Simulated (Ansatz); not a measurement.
# Te2S3: one candidate structure

Where does Te2S3 go from the start given, tetradymite type (R-3m, No. 166)?

Method: DFT r2SCAN, scalar-relativistic, plane waves, PAW, in Ansatz 0.2.0.

**1. The starting structure**

It takes space group R-3m (No. 166, trigonal). The conventional cell has a = 4.024 Å, b = 4.024 Å, c = 27.978 Å, α = 90.00°, β = 90.00°, γ = 120.00°. Around Te (site symmetry 3m) lie 6 S at 2.82 to 2.98 Å. S (site symmetry -3m) has 6 Te at 2.98 Å as nearest neighbours. S (site symmetry 3m) is surrounded by 3 Te at 2.82 Å.

Structure file:

```
CELL_PARAMETERS angstrom
2.01184 1.16153 9.32588
-2.01184 1.16153 9.32588
0.00000 -2.32307 9.32588
ATOMIC_POSITIONS crystal
Te 0.40000 0.40000 0.40000
Te 0.60000 0.60000 0.60000
S 0.00000 0.00000 0.00000
S 0.20950 0.20950 0.20950
S 0.79050 0.79050 0.79050
```

(A quick probe on a coarse mesh, which set the mesh and smearing, is not shown.)

**3. Rough relaxation on the coarse mesh**

input.yaml

```yaml
crystal:
  lattice:
    - [2.0118361765, 1.1615341581, 9.3258811934]
    - [-2.0118361765, 1.1615341581, 9.3258811934]
    - [0.0, -2.3230683161, 9.3258811934]
  atoms:
    - { symbol: Te, position: [0.4, 0.4, 0.4] }
    - { symbol: Te, position: [0.6, 0.6, 0.6] }
    - { symbol: S, position: [0.0, 0.0, 0.0] }
    - { symbol: S, position: [0.2095, 0.2095, 0.2095] }
    - { symbol: S, position: [0.7905, 0.7905, 0.7905] }
basis:
  ecutwfc: 500
kpoints:
  mp_grid: { grid: [6, 6, 6] }
hamiltonian:
  xc: r2scan
scf:
  occupations: { method: gaussian, width: 0.1 }
  lower_state_search: "off"
output:
  forces: true
  stress: true
  eigenvalues: true
relax:
  adjacent_minimum: "off"
  f_tol: 0.04
  max_steps: 70
  cell: { stress_tol: 0.4 }
```

Command:

```bash
> ansatz run input.yaml --threads 1 --pin off --max-ram 2560MiB --backend cpu --events-out ev --progress --plain --runs-dir out
```

The session goes on with these runs: full relaxation.

Before running it: what results should come out?

As calculated:

Formation energies count from the elements, computed with the same settings in runs not shown here.

| quantity | value |
| --- | --- |
| cell (conventional) | a = 4.198 Å, b = 4.198 Å, c = 24.789 Å, α = 90.00°, β = 90.00°, γ = 120.00° |
| space group | R-3m (No. 166) |
| volume | 25.22 Å³/atom |
| gap on the mesh | none (metal) |
| formation energy from the elements | +0.274 eV/atom |

The space group stayed R-3m, and from the first guess the volume went from 26.15 to 25.22 Å³/atom. The formation energy of +0.27 eV/atom is positive, so the elements lie lower than this structure; another structure of the compound can lie lower. The runs treat Te without spin-orbit coupling.
